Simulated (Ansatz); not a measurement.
**C₂H₆AlNO: a ladder of functionals and wavefunction methods**

An exercise on one series of results from a longer session: the logs are not shown, and one member is left open.

Program: Ansatz 0.2.0, Gaussian basis. Level of theory: functionals in def2-TZVPP, the program's frozen cores in correlated methods. These are calculated values, not measurements.

The runs, in order: PBE-D4, r2SCAN-D4, PBE0-D4, B3LYP-D4, ωB97X-V, ωB97M-V, B2PLYP; CCSD(T)/def2-TZVPP; MP2/def2-QZVPP; extrapolation to the limit.

## The relaxed structure

The geometry comes from an earlier relaxation with PBE0-D4 in a triple-zeta def2 set; it is a stationary point, not always the lowest conformer.

11 atoms, charge 0, spin multiplicity 1.

Atoms are counted from 1 here; the program's logs count them from 0.

Bond lengths: N1–C2 1.492 Å, N1–Al3 1.964 Å, N1–H6 1.023 Å, N1–H7 1.011 Å, C2–Al3 2.012 Å, C2–C4 1.439 Å, C2–H8 1.085 Å, Al3–H9 1.577 Å, Al3–H10 1.583 Å, C4–O5 1.219 Å, C4–H11 1.106 Å. Angles: C2–N1–Al3 69.7°, C2–N1–H6 106.7°, C2–N1–H7 114.6°, Al3–N1–H6 119.2°, Al3–N1–H7 125.8°, H6–N1–H7 111.0°, N1–C2–Al3 66.3°, N1–C2–C4 111.4°, N1–C2–H8 115.7°, Al3–C2–C4 118.3°, Al3–C2–H8 116.1°, C4–C2–H8 118.1°, N1–Al3–C2 44.0°, N1–Al3–H9 113.0°, N1–Al3–H10 110.8°, C2–Al3–H9 117.8°, C2–Al3–H10 114.2°, H9–Al3–H10 127.0° and more.

The first run:

in.yaml reads:

```yaml
crystal:
  periodic: [false, false, false]
  atoms:
    - {symbol: N, position_ang: [-0.064556, 0.849971, 0.701265]}
    - {symbol: C, position_ang: [0.151305, 0.232657, -0.639435]}
    - {symbol: Al, position_ang: [1.126991, -0.704116, 0.850230]}
    - {symbol: C, position_ang: [-1.057832, -0.363245, -1.144212]}
    - {symbol: O, position_ang: [-2.086541, -0.439638, -0.494870]}
    - {symbol: H, position_ang: [-1.057824, 0.739942, 0.919064]}
    - {symbol: H, position_ang: [0.216374, 1.818259, 0.769444]}
    - {symbol: H, position_ang: [0.766132, 0.803255, -1.327049]}
    - {symbol: H, position_ang: [0.430087, -1.953165, 1.515239]}
    - {symbol: H, position_ang: [2.631370, -0.244973, 1.030981]}
    - {symbol: H, position_ang: [-0.990206, -0.796148, -2.160057]}
basis:
  gaussian: {orbitals: def2-TZVPP}
hamiltonian: {xc: pbe, dispersion: d4}
output: {forces: true, orbitals: {seedname: orbitals}}
```

On the command line:

```sh
ansatz run in.yaml --threads 4 --pin off --events-out ev --progress --plain --max-ram 10444MiB
```

Among the steps run: PBE-D4 (GGA); r2SCAN-D4 (meta-GGA); PBE0-D4 (hybrid); B3LYP-D4 (hybrid); ωB97X-V (range-separated); ωB97M-V (range-separated); B2PLYP (double hybrid); CCSD(T) in def2-TZVPP; MP2 in def2-QZVPP.

One table of the session follows, with a row left open; its other results are not shown here.

| method | atomisation energy (kcal/mol) |
| --- | --- |
| PBE-D4 | 989.1 |
| r2SCAN-D4 | ? |
| PBE0-D4 | 964.7 |
| B3LYP-D4 | 964.0 |
| ωB97X-V | 966.7 |
| ωB97M-V | 966.8 |
| B2PLYP | 952.5 |
| HF/def2-TZVPP | 668.4 |
| MP2/def2-TZVPP | 952.4 |
| CCSD/def2-TZVPP | 916.8 |
| CCSD(T)/def2-TZVPP | 934.0 |
| MP2/CBS | 979.8 |
| CCSD(T)/CBS | 961.4 |

Q: Estimate the row for r2SCAN-D4 from the others.

As computed: atomisation energy (kcal/mol): 966.3. In the column «atomisation energy (kcal/mol)» it lies between PBE0-D4 (964.7) and ωB97X-V (966.7).
